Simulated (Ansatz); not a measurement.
Predict the output of the script below (the Python package of Ansatz (0.2.0)).

The script reads `limg_limg.vasp`:
```text
LiMg
1.0
   3.37818500    0.00000000    0.00000000
   0.00000000    3.37818500    0.00000000
   0.00000000    0.00000000    3.55261000
Li Mg
1 1
Direct
   0.00000000    0.00000000    0.00000000
   0.50000000    0.50000000    0.50000000
```

`cohesive_limg.py`
```python
"""Binding of LiMg against spin-polarised atoms in a box."""

from collections import Counter
from dataclasses import dataclass
import warnings

import ansatz
from ase.io import read


@dataclass(frozen=True)
class Settings:
    tolerance: float = 1e-09
    cutoff_ev: int = 500
    kspacing: float = 0.16
    occupations: str = "cold"
    sigma: float = 0.02


cfg = Settings()


def counts(outcome):
    return Counter(site.symbol for site in outcome.lattice.sites)

UNPAIRED = {"Li": 1, "Mg": 0}  # unpaired electrons of the free atoms


def compute(name, crystal):
    calc = (
        crystal.calculation()
        .functional(ansatz.Functional.LDA)
        .scf(tolerance=cfg.tolerance)
        .basis(cfg.cutoff_ev)
        .kpoints(spacing=cfg.kspacing)
        .occupations(cfg.occupations, width=cfg.sigma)
    )
    if name.endswith(" atom"):
        calc = calc.kpoints(1, 1, 1).occupations("fermi_dirac", width=0.01)
        if UNPAIRED[name.split()[0]]:
            calc = calc.spin("collinear")
        return calc.run()
    calc = calc.relax(force_tolerance=0.01, max_steps=60, cell=True)
    return calc.run()


def main() -> None:
    warnings.simplefilter("ignore", ansatz.DeckWarning)

    phases = {}
    atoms = read("limg_limg.vasp", format="vasp")
    limg = ansatz.Crystal.from_ase(atoms)
    phases["LiMg"] = limg
    # a box with unlike edges lets an open shell break the spherical symmetry
    for element, moment in UNPAIRED.items():
        phases[f"{element} atom"] = ansatz.Lattice.orthorhombic(10.0, 10.5, 11.0).atom(element, (0.5, 0.5, 0.5), moment=moment or None)

    done = {name: compute(name, crystal) for name, crystal in phases.items()}

    for element in UNPAIRED:
        atom = done[f"{element} atom"].report
        print(f"{element} atom: {atom['energy_sigma0_ev']:.4f} eV, moment {atom['magnetization_mub']:.2f} muB")
    solid = done["LiMg"]
    n = counts(solid)
    binding = (sum(k * done[f"{e} atom"].report["energy_sigma0_ev"] for e, k in n.items()) - solid.report["energy_sigma0_ev"]) / sum(n.values())
    print(f"cohesive energy {binding:.3f} eV/atom = {96.4853 * binding:.0f} kJ/mol of atoms (no zero-point energy)")


if __name__ == "__main__":
    main()
```

```console
$ python cohesive_limg.py
Li atom: -199.8515 eV, moment 1.00 muB
Mg atom: -1899.8410 eV, moment 0.00 muB
cohesive energy 1.849 eV/atom = 178 kJ/mol of atoms (no zero-point energy)
```

What to keep in mind:
- Total energies depend on the potentials; only differences at equal settings carry meaning.
- Other magnetic orders than the one started from may lie lower.
- For the metals among these phases the mesh is modest: differences between phases can be off by up to 40 meV an atom.
- The program warned that this SCF threshold is loose for forces or stresses.
- The cells come from databases of deposited and of computed structures, and not all need be stable phases.
- Free atoms in a box carry small image and symmetry errors, and spin-orbit coupling is left out.
- The script silences the warnings on its input, which a real study should read.
- Timing: 29 s on 1 thread of Arm Neoverse V2 (shared host), peak memory 0.98 GiB.
